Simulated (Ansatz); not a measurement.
# Zn2Bi: the cost of one run

Program: Ansatz 0.2.0. Level of theory: DFT PBE, scalar-relativistic, plane waves, PAW. These are calculated values, not measurements.

1 further run of the same task is left out (it didn't finish).

## Step 1: The starting structure

The structure is hexagonal, space group P6/mmm (No. 191). Conventional cell: a = 4.765 Å, b = 4.765 Å, c = 3.029 Å, α = 90.00°, β = 90.00°, γ = 120.00°. Zn (site symmetry -6m2) has 5 Zn at 2.75 to 3.03 Å and 6 Bi at 3.14 Å as nearest neighbours. Around Bi (site symmetry 6/mmm) lie 2 Bi at 3.03 Å and 12 Zn at 3.14 Å.

As a file:

```cif
data_structure
_symmetry_space_group_name_H-M 'P6/mmm'
_symmetry_Int_Tables_number 191
_cell_length_a 4.7651
_cell_length_b 4.7651
_cell_length_c 3.0291
_cell_angle_alpha 90.000
_cell_angle_beta 90.000
_cell_angle_gamma 120.000
_cell_volume 59.56
loop_
_atom_site_label
_atom_site_type_symbol
_atom_site_symmetry_multiplicity
_atom_site_Wyckoff_symbol
_atom_site_fract_x
_atom_site_fract_y
_atom_site_fract_z
_atom_site_occupancy
Zn1 Zn 2 d 0.33333 0.66667 0.50000 1
Bi1 Bi 1 a 0.00000 0.00000 0.00000 1
```

(A quick probe on a coarse mesh, which set the mesh and smearing, is not shown.)

## Step 3: Rough relaxation on the coarse mesh

input.yaml reads:

```yaml
crystal:
  lattice:
    - [4.7650872604, 0.0, 0.0]
    - [-2.3825436302, 4.1266866189, 0.0]
    - [0.0, 0.0, 3.0291209435]
  atoms:
    - { symbol: Zn, position: [0.3333333333, 0.6666666667, 0.5] }
    - { symbol: Zn, position: [0.6666666667, 0.3333333333, 0.5] }
    - { symbol: Bi, position: [0.0, 0.0, 0.0] }
basis:
  ecutwfc: 420
kpoints:
  mp_grid: { grid: [6, 6, 6] }
hamiltonian:
  xc: pbe
scf:
  occupations: { method: gaussian, width: 0.1 }
  lower_state_search: "off"
output:
  forces: true
  stress: true
  eigenvalues: true
relax:
  adjacent_minimum: "off"
  f_tol: 0.04
  max_steps: 70
  cell: { stress_tol: 0.4 }
```

On the command line:

```
ansatz run input.yaml --threads 1 --pin off --max-ram 2560MiB --backend cpu --events-out ev --progress --plain --runs-dir out
```

What time and memory should one allow on 1 thread of Intel Xeon Platinum 8375C at 2.90GHz (Ice Lake), shared host?

About 16 s, with a peak of 0.43 GiB.
